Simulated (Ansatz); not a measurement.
**C3H9InOSi2: taking an electron away**

One table from this session's results is given with a row withheld; the runs are named, their logs left out.

The runs use Ansatz 0.2.0, Gaussian basis; unrestricted cation, the program's frozen cores in correlated methods.

Levels to be run: UKS PBE-D4/def2-TZVPP; UKS r2SCAN-D4/def2-TZVPP; UKS PBE0-D4/def2-TZVPP; UKS B3LYP-D4/def2-TZVPP; UKS wB97X-V/def2-TZVPP; UKS wB97M-V/def2-TZVPP; UKS B2PLYP/def2-TZVPP; UHF-CCSD(T)/def2-TZVPP; UHF-MP2/def2-QZVPP; extrapolation to the limit; then −ε(HOMO) from the neutral's earlier runs with LDA (SPW92), PBE-D4, revPBE-D4, BLYP-D4, r2SCAN-D4, B97M-V, PBE0-D4, B3LYP-D4, r2SCANh-D4, r2SCAN0-D4, HSE06-D4, BHLYP-D4, CAM-B3LYP-D4, LC-ωPBE, ωB97X-V, ωB97M-V.

1 further run of the same task is left out (for a known fault of the program).

## The geometry

The geometry comes from an earlier relaxation with PBE0-D4 in a triple-zeta def2 set; it is a stationary point, not always the lowest conformer. In takes the def2 core potential; no spin-orbit term is included.

SMILES `C#C[C]([SiH3])([InH2])O[SiH3]`, 16 atoms, charge 0, spin multiplicity 1.

Atoms are counted from 1 here; the program's logs count them from 0.

Bond lengths: C1–C2 1.206 Å, C1–H8 1.064 Å, C2–C3 1.432 Å, C3–Si4 1.884 Å, C3–In5 2.258 Å, C3–O6 1.447 Å, Si4–H9 1.486 Å, Si4–H10 1.490 Å, Si4–H11 1.486 Å, In5–H12 1.718 Å, In5–H13 1.723 Å, O6–Si7 1.638 Å, Si7–H14 1.479 Å, Si7–H15 1.521 Å, Si7–H16 1.481 Å. Angles: C2–C1–H8 180.0°, C1–C2–C3 178.6°, C2–C3–Si4 111.5°, C2–C3–In5 107.9°, C2–C3–O6 112.8°, Si4–C3–In5 108.2°, Si4–C3–O6 108.4°, In5–C3–O6 108.0°, C3–Si4–H9 108.9°, C3–Si4–H10 107.1°, C3–Si4–H11 112.2°, H9–Si4–H10 109.0°, H9–Si4–H11 109.9°, H10–Si4–H11 109.6°, C3–In5–H12 118.1°, C3–In5–H13 114.6°, H12–In5–H13 127.0°, C3–O6–Si7 117.4° and more.

Coordinates:

```xyz
16
charge 0, multiplicity 1
C     2.51430    0.79360    0.54935
C     1.47356    0.27469    0.22867
C     0.23785   -0.32273   -0.18042
Si    0.51737   -1.68144   -1.45531
In   -1.02870    1.28583   -1.13213
O    -0.50797   -0.88230    0.92646
Si   -1.19259    0.16805    1.98035
H     3.43189    1.25184    0.83201
H    -0.79321   -2.28086   -1.81595
H     1.10343   -1.03549   -2.66280
H     1.43715   -2.73750   -0.95791
H    -0.36424    2.86362   -1.26983
H    -2.52279    0.72808   -1.78549
H    -2.29765   -0.51788    2.68354
H    -1.75611    1.29206    1.12509
H    -0.25227    0.80044    2.93437
```

Set-up of the first run:

in.yaml

```yaml
crystal:
  periodic: [false, false, false]
  atoms:
    - {symbol: C, position_ang: [2.514300, 0.793598, 0.549350]}
    - {symbol: C, position_ang: [1.473556, 0.274689, 0.228675]}
    - {symbol: C, position_ang: [0.237846, -0.322735, -0.180423]}
    - {symbol: Si, position_ang: [0.517367, -1.681437, -1.455313]}
    - {symbol: In, position_ang: [-1.028700, 1.285826, -1.132130]}
    - {symbol: O, position_ang: [-0.507967, -0.882302, 0.926462]}
    - {symbol: Si, position_ang: [-1.192588, 0.168051, 1.980352]}
    - {symbol: H, position_ang: [3.431887, 1.251843, 0.832012]}
    - {symbol: H, position_ang: [-0.793206, -2.280863, -1.815951]}
    - {symbol: H, position_ang: [1.103426, -1.035487, -2.662801]}
    - {symbol: H, position_ang: [1.437149, -2.737499, -0.957913]}
    - {symbol: H, position_ang: [-0.364237, 2.863616, -1.269830]}
    - {symbol: H, position_ang: [-2.522789, 0.728075, -1.785486]}
    - {symbol: H, position_ang: [-2.297649, -0.517884, 2.683544]}
    - {symbol: H, position_ang: [-1.756106, 1.292062, 1.125094]}
    - {symbol: H, position_ang: [-0.252268, 0.800437, 2.934369]}
basis:
  gaussian: {orbitals: def2-TZVPP}
total_charge: 1
magnetization: {spin_polarized: true, initial_magnetization: 1}
hamiltonian: {xc: pbe, dispersion: d4}
```

Started as:

```sh
> ansatz run in.yaml --threads 2 --pin off --events-out ev --progress --plain --max-ram 22528MiB --backend cuda --devices 0, --max-vram 18GiB
```

Among the steps run: Cation, UKS PBE-D4/def2-TZVPP; Cation, UKS r2SCAN-D4/def2-TZVPP; Cation, UKS PBE0-D4/def2-TZVPP; Cation, UKS B3LYP-D4/def2-TZVPP; Cation, UKS wB97X-V/def2-TZVPP; Cation, UKS wB97M-V/def2-TZVPP; Cation, UKS B2PLYP (frozen core)/def2-TZVPP; Cation, UHF-CCSD(T)/def2-TZVPP; Cation, UHF-MP2/def2-QZVPP.

One table of the session follows, with a row left open; its other results are not shown here.

It belongs to the step «Ionisation energies side by side». Orbital estimates, from the neutral's runs:

| functional | −ε(HOMO) (eV) |
| --- | --- |
| LDA (SPW92) | 5.60 |
| PBE-D4 | 5.42 |
| revPBE-D4 | 5.36 |
| BLYP-D4 | 5.29 |
| r2SCAN-D4 | 5.58 |
| B97M-V | 5.68 |
| PBE0-D4 | 6.45 |
| B3LYP-D4 | 6.27 |
| r2SCANh-D4 | 5.97 |
| r2SCAN0-D4 | ? |
| HSE06-D4 | 6.06 |
| BHLYP-D4 | 7.39 |
| CAM-B3LYP-D4 | 7.69 |
| LC-ωPBE | 8.94 |
| ωB97X-V | 8.61 |
| ωB97M-V | 8.52 |

**Question.** Estimate the row for r2SCAN0-D4.

Worked estimate for «−ε(HOMO) (eV)». Against the share of exact exchange, r2SCAN-D4 (0, 5.58), r2SCANh-D4 (0.1, 5.97) give a slope of 3.90 per unit share; at 0.25 the line stands at 6.55.

**Answer.** −ε(HOMO) (eV): 6.57. In «−ε(HOMO) (eV)» the line misses by -0.02.

Limits of these values: The cation may have settled in a state other than its lowest; no search over hole states beyond the program's own was made.
